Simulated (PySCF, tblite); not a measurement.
# C₄H₆NOSi radical: geometry, infrared bands and EPR parameters

What infrared bands and EPR parameters should C₄H₆NOSi radical (`N#C[C@@H]1CC[SiH]O1`) show?

Programs: tblite 0.8.0 and PySCF 2.14.0, with density-fitted response routines of our own. Each step states its level of theory. These are calculated values for one molecule in the gas phase, unless marked as measured. Atoms count from 0, in the outputs and in this text.

## Step 1: Starting geometry

13 atoms, charge 0, multiplicity 2; geometry from: force field or distance geometry start.

Bonds of the start (Å): N0–C1 1.17, C1–C2 1.46, C2–C3 1.48, C3–C4 1.52, C4–Si5 1.89, Si5–O6 1.73, O6–C2 1.39, C2–H7 1.10, C3–H8 1.09, C3–H9 1.12, C4–H10 1.09, C4–H11 1.10, Si5–H12 1.47.

## Step 2: Geometry optimisation with GFN2-xTB

Job settings and geometry (Å):

```
{"job": {"kind": "relax", "xc": "GFN2-xTB", "basis": "xTB"}, "charge": 0, "multiplicity": 2}
N     -2.002700     0.242900     1.758200
C     -1.555100     0.077200     0.694300
C     -0.956900    -0.125000    -0.624100
C      0.269000    -0.951100    -0.485400
C      1.228600    -0.147600     0.384700
Si     0.850900     1.545600    -0.367300
O     -0.625600     1.119300    -1.152500
H     -1.723200    -0.565600    -1.272500
H      0.701600    -1.307300    -1.415100
H     -0.009000    -1.841300     0.128300
H      0.899100    -0.169100     1.422400
H      2.275300    -0.427600     0.221100
H      0.643900     2.550100     0.690300
```

Launch:

```console
OMP_NUM_THREADS=1 python probes_run.py task.json out
```

One launch serves the whole session: the jobs run in the order shown.

Standard output:

```text
step      E/eV     max force
  0    -551.45905    2.964
  1    -551.44306    9.256
  2    -551.69607    1.663
  3    -551.75310    0.766
  4    -551.78632    0.489
  5    -551.81414    0.426
  6    -551.82342    0.259
  7    -551.83224    0.228
  8    -551.83978    0.281
  9    -551.84766    0.288
 10    -551.85254    0.186
 11    -551.85507    0.120
 12    -551.85660    0.122
 13    -551.85868    0.164
 14    -551.86180    0.179
 15    -551.86521    0.168
 16    -551.86743    0.106
 17    -551.86877    0.106
 18    -551.87013    0.116
 19    -551.87195    0.133
 20    -551.87416    0.141
 21    -551.87618    0.116
 22    -551.87767    0.098
 23    -551.87895    0.092
 24    -551.88033    0.106
 25    -551.88158    0.086
 26    -551.88248    0.070
 27    -551.88312    0.078
 28    -551.88374    0.084
 29    -551.88447    0.087
 30    -551.88529    0.065
 31    -551.88615    0.083
 32    -551.88710    0.085
 33    -551.88797    0.077
 34    -551.88849    0.050
 35    -551.88870    0.028
 36    -551.88878    0.021
 37    -551.88886    0.021
 38    -551.88893    0.020
 39    -551.88897    0.015
 40    -551.88900    0.015
 41    -551.88902    0.011
 42    -551.88904    0.013
 43    -551.88906    0.011
 44    -551.88907    0.009
```

It took 0.25 s on 1 thread of Arm Neoverse V1, shared host.

Step by step: (not every step is listed) (the energy doesn't fall at every step)

```csv
step,energy from step 0 (eV),largest force (eV/Å)
0,0.0000,2.9642
1,0.0160,9.2563
2,-0.2370,1.6632
3,-0.2940,0.7658
4,-0.3273,0.4893
5,-0.3551,0.4256
6,-0.3644,0.2590
7,-0.3732,0.2281
8,-0.3807,0.2811
11,-0.3960,0.1205
14,-0.4027,0.1787
17,-0.4097,0.1058
20,-0.4151,0.1414
23,-0.4199,0.0915
26,-0.4234,0.0695
29,-0.4254,0.0869
32,-0.4280,0.0854
35,-0.4296,0.0284
38,-0.4299,0.0205
39,-0.4299,0.0150
40,-0.4299,0.0149
41,-0.4300,0.0110
42,-0.4300,0.0132
43,-0.4300,0.0114
44,-0.4300,0.0095
```

Distances of close pairs at the start and the end, largest changes first:

```csv
bond,before (Å),after (Å),change (Å)
Si5–O6,1.726,1.652,-0.074
C2–C3,1.485,1.542,+0.057
C4–Si5,1.891,1.919,+0.028
C3–H9,1.116,1.091,-0.025
N0–C1,1.166,1.144,-0.022
C2–O6,1.392,1.406,+0.014
Si5–H12,1.473,1.459,-0.014
C1–C2,1.462,1.450,-0.012
```

The end geometry stands in the next job.

## Step 3: Vibrational analysis with GFN2-xTB

Job settings and geometry (Å):

```
{"job": {"kind": "ir", "xc": "GFN2-xTB", "basis": "xTB"}, "charge": 0, "multiplicity": 2}
N     -2.295758     0.086242     1.666061
C     -1.742450    -0.018836     0.670662
C     -0.995589    -0.105681    -0.568683
C      0.249663    -0.991801    -0.364909
C      1.309540    -0.123742     0.309113
Si     0.903856     1.615659    -0.392858
O     -0.583766     1.179349    -0.962790
H     -1.657410    -0.507030    -1.347944
H      0.600198    -1.307218    -1.349506
H     -0.004795    -1.879256     0.216580
H      1.160897    -0.118248     1.391545
H      2.309403    -0.505979     0.119325
H      0.741824     2.677027     0.595676
```

Standard output:

```text
mode    cm-1     km/mol
  1      82.7      4.51
  2     120.8      3.84
  3     190.5      5.22
  4     265.2      4.78
  5     429.7     18.48
  6     443.6      1.61
  7     513.3     29.17
  8     564.2     13.35
  9     583.3     32.02
 10     679.3      8.12
 11     699.4     71.53
 12     761.2    103.97
 13     807.8     33.72
 14     858.9     23.75
 15     937.4     10.25
 16     990.8      6.13
 17    1030.2     44.81
 18    1071.0     30.52
 19    1113.7      2.02
 20    1156.1      2.18
 21    1221.3      1.87
 22    1244.1      3.13
 23    1270.3      4.67
 24    1311.0      0.57
 25    1468.8      1.15
 26    1483.7      1.65
 27    2269.4    265.94
 28    2393.4    203.19
 29    2897.6     23.62
 30    2957.4     12.61
 31    2982.1     45.99
 32    2991.2     25.08
 33    3025.1     20.10
```

It took 0.37 s on 1 thread of Arm Neoverse V1, shared host.

Which atoms move in the most intense modes:

```csv
cm⁻¹,km/mol,atoms
583,32.0,H12 87 %
699,71.5,"C4 31 %, Si5 24 %, H10 17 %"
761,104.0,"O6 47 %, Si5 32 %, C2 11 %"
808,33.7,"H11 33 %, C4 29 %"
1030,44.8,"C2 30 %, O6 24 %, H9 20 %, H10 11 %"
2269,265.9,H12 97 %
2393,203.2,"C1 59 %, N0 40 %"
2982,46.0,"H8 65 %, H9 20 %"
```

## Step 4: EPR parameters: B3LYP/pcH-1

Settings changed since step 3:

```diff
@@ -1,2 +1,2 @@
-{"job": {"kind": "ir", "xc": "GFN2-xTB", "basis": "xTB"}, "charge": 0, "multiplicity": 2}
+{"job": {"kind": "epr", "basis": "pcH-1"}, "charge": 0, "multiplicity": 2}
 N     -2.295758     0.086242     1.666061
```

Level: UKS B3LYP, pcH-1 on C H N O Si, non-relativistic, mean-field spin-orbit, GIAO.

Standard output:

```text
UKS, coarse grid
  cycle   1  E = -575.35072002  |g| = 6.12e-01
  cycle   2  E = -574.97964510  |g| = 1.15e+00
  cycle   3  E = -575.48305642  |g| = 1.52e-01
  cycle   4  E = -575.48997407  |g| = 8.55e-02
  cycle   5  E = -575.49271421  |g| = 3.27e-02
  cycle   6  E = -575.49314537  |g| = 6.44e-03
  cycle   7  E = -575.49316444  |g| = 1.54e-03
  cycle   8  E = -575.49316620  |g| = 5.07e-04
UKS, final grid
  cycle   1  E = -575.49314220  |g| = 5.79e-04
  cycle   2  E = -575.49314208  |g| = 8.42e-04
  cycle   3  E = -575.49314234  |g| = 1.61e-04
  cycle   4  E = -575.49314235  |g| = 4.28e-05
  cycle   5  E = -575.49314235  |g| = 2.42e-05
E = -575.49314235 Eh   <S^2> = 0.7513 (exact 0.7500)
g shifts (ppm)      1          2          3
  rmc          -155       -155       -155
  gc             59         25         80
  oz_so        -704        177       1890
  total        -800         48       1815
hyperfine (MHz)  atom isotope    a_iso     a_fc   dipolar eigenvalues
    0   14N       0.30       0.30     -0.26     -0.06      0.32
    1   13C       4.89       4.90     -0.76      0.03      0.73
    2   13C      19.88      19.88     -1.57     -1.25      2.82
    3   13C       0.84       0.84     -0.79     -0.61      1.40
    4   13C      34.37      34.36     -6.42     -5.52     11.93
    5  29Si    -604.70    -605.64   -154.86     75.39     79.47
    6   17O     -48.51     -48.42    -23.50     11.43     12.08
    7    1H      -1.73      -1.73     -1.93     -1.54      3.47
    8    1H      -0.38      -0.38     -1.96     -1.65      3.61
    9    1H       2.23       2.23     -1.24     -0.96      2.20
   10    1H      32.04      32.04     -4.64      0.49      4.15
   11    1H       3.49       3.50     -4.78     -2.79      7.57
   12    1H     170.56     170.55     -7.91      0.81      7.10
```

Run time: 56 s. Hardware: 1 thread of Arm Neoverse V1, shared host; peak memory 0.98 GiB.

Principal g values 2.00152, 2.00237, 2.00413; g(iso) = 2.00267, against 2.00232 for a free electron.

Hyperfine couplings, nucleus by nucleus at this fixed geometry (no averaging over rotations):

```csv
nuclei,isotope,a(iso) (MHz),"a(iso) (G, at g = 2.0023)",largest dipolar term (MHz)
Si5,29Si,-604.7,-215.8,-154.9
H12,1H,170.6,60.9,-7.9
O6,17O,-48.5,-17.3,-23.5
C4,13C,34.4,12.3,11.9
H10,1H,32.0,11.4,-4.6
C2,13C,19.9,7.1,2.8
C1,13C,4.9,1.7,-0.8
H11,1H,3.5,1.2,7.6
H9,1H,2.2,0.8,2.2
H7,1H,-1.7,-0.6,3.5
C3,13C,0.8,0.3,1.4
H8,1H,-0.4,-0.1,3.6
N0,14N,0.3,0.1,0.3
```

Mulliken spin populations:

N0 0.00; C1 0.00; C2 0.01; C3 0.00; C4 0.03; Si5 0.83; O6 0.04; H7 0.00; H8 0.00; H9 0.00; H10 0.01; H11 0.00; H12 0.08

In first order the couplings over 0.8 MHz of 1H give 32 distinct lines over 75.0 G.

Orbitals, density, ELF and potential are computed afterwards from the orbital file.

ELF in a plane through or near 4 of the atoms.

Ten even steps from ' ' (0.00) to '@' (1.00):
```
                                                        
                                                        
                  ::::::                                
              ++%%@@@@@@**==                            
            ::%%@@@@@@@@@@++                            
            ..%%@@@@@@@@%%==        ....::....          
              ::==####**--      ..--========--::        
                ..::::::..      ++**##%%##++==--..      
              ..::======..    ..**==..==##**==--..      
            ..::==**####==..  ..**++..::****==::..      
        ..==**####::++::**==::..::==++****==--..        
        **@@@@@@@@%%++**##******::      ....            
        ##@@@@@@@@##====++##@@@@##--                    
        ..++%%%%##..    ==%%@@@@@@%%--                  
                        ..++@@@@@@##::                  
                          ..--==--..                    
                                                        
                                                        
                                                        
                                                        
```
The map spans 9.5 Å across and 10.2 Å up, centred on the molecule. Atoms in the plane (x, y in Å): C1 (1.7, 0.6), C4 (-1.3, -0.3), H9 (0.4, -1.7), H11 (-2.1, -1.0).

On the surface of density 0.002 e/bohr³ the electrostatic potential runs, from the 1st to the 99th percentile, from -1.71 V near N0 to 1.36 V near Si5.

The spin density lies nearest to Si5 67 %; H12 14 %; O6 8 %.

## Step 5: Summary of results

| quantity | value |
| --- | --- |
| strongest single infrared mode (GFN2-xTB) | 2269 cm⁻¹, 266 km/mol |
| zero-point energy (GFN2-xTB) | 58.3 kcal/mol |
| g(iso) (B3LYP) | 2.00267 |
| ⟨S²⟩ | 0.751 (exact 0.75) |
| largest a(iso) | 29Si on Si5, -604.7 MHz |
| surface potential, 1st and 99th percentile | -1.71 V and 1.36 V |

Over 44 steps the energy fell by 0.430 eV; of the close pairs, Si5–O6 changed most, 1.726 to 1.652 Å. All 33 modes are real, so the xTB geometry is a minimum. The strongest single mode, at 2269 cm⁻¹, moves mainly H12. Unscaled tight-binding wavenumbers are off by several per cent, some by more. Its intensities can rank the bands wrongly. Most of the unpaired spin sits on Si5 (0.83 e). The isotropic g lies 0.4 ppt above the free-electron value.
